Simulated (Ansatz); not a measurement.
**Si2Mo: pressure up to the limit of the methods**

One table from this session's results is given with a row withheld; the runs are named, their logs left out.

Method: DFT, LDA, PAW with Ansatz's default frozen-core files, scalar-relativistic, in Ansatz 0.2.0.

## The structure to begin with

Symmetry: I4/mmm, No. 139, tetragonal system. The conventional cell has a = 3.100 Å, b = 3.100 Å, c = 7.596 Å, α = 90.00°, β = 90.00°, γ = 90.00°. Around Mo (site symmetry 4/mmm) lie 10 Si at 2.53 to 2.54 Å. Si (site symmetry 4mm) has 5 Si at 2.51 to 2.54 Å and 5 Mo at 2.53 to 2.54 Å in its first shell of neighbours.

Coordinates:

```
Mo Si
1.0
    -1.55022    1.55022    3.79803
     1.55022   -1.55022    3.79803
     1.55022    1.55022   -3.79803
Mo Si
1 2
Direct
  0.00000 0.00000 0.00000
  0.33500 0.33500 0.00000
  0.66500 0.66500 0.00000
```

Whether this phase is the stable one at these pressures isn't tested.

Atoms are numbered in the order of the input: Mo1, Si2, Si3.

The first run:

input.yaml reads:

```yaml
crystal:
  lattice:
    - [-1.5502181398, 1.5502181398, 3.7980344424]
    - [1.5502181398, -1.5502181398, 3.7980344424]
    - [1.5502181398, 1.5502181398, -3.7980344424]
  atoms:
    - { symbol: Mo, position: [0.0, 0.0, 0.0] }
    - { symbol: Si, position: [0.335, 0.335, 0.0] }
    - { symbol: Si, position: [-0.335, -0.335, 0.0] }
kpoints:
  mp_grid: { grid: [15, 15, 15] }
scf:
  occupations: { method: fermi_dirac, width: 0.05 }
hamiltonian:
  xc: lda
  pseudopotentials: { kind: paw }
output:
  forces: true
  stress: true
  write_density: true
  write_potential: true
  elf: true
  volumetric_format: npy
relax:
  f_tol: 0.005
  max_steps: 40
  cell: {}
```

Run with:

```
> ansatz run input.yaml --threads 1 --pin off --max-ram 3072MiB --backend cpu --events-out ev --progress --plain --runs-dir out
```

Steps of the session up to this table: Cell relaxed at zero pressure, PAW; More of the same log: cell relaxed at zero pressure; Volume scaled by 1, PAW; Shape and atoms relaxed at 0.94 of the volume, PAW; Volume scaled by 0.94, PAW; Shape and atoms relaxed at 0.88 of the volume, PAW; Volume scaled by 0.88, PAW; Shape and atoms relaxed at 0.8 of the volume, PAW; Volume scaled by 0.8, PAW; Volume scaled by 0.8, PAW (partial_waves polarizable); Shape and atoms relaxed at 0.72 of the volume, PAW; Volume scaled by 0.72, PAW; Shape and atoms relaxed at 0.62 of the volume, PAW; Volume scaled by 0.62, PAW; Volume scaled by 0.62, PAW (partial_waves polarizable).

One table of the session follows, with a row left open; its other results are not shown here.

```
                         method  volume over the first  volume (Å³/atom)  pressure (GPa)
                            PAW                      1            13.060            0.00
                            PAW                   0.94            12.276           15.93
                            PAW                   0.88            11.493           37.94
                            PAW                    0.8            10.448           80.99
                            PAW                   0.72                 ?               ?
                            PAW                   0.62             8.097          290.32
PAW (partial_waves polarizable)                    0.8            10.448           80.99
PAW (partial_waves polarizable)                   0.62             8.097          290.32
```

Estimate the missing values for PAW, 0.72.

The run gave: volume (Å³/atom): 9.403; pressure (GPa): 148.11. In the column «volume (Å³/atom)» it lies between PAW (partial_waves polarizable), 0.62 (8.097) and PAW, 0.8 (10.448).
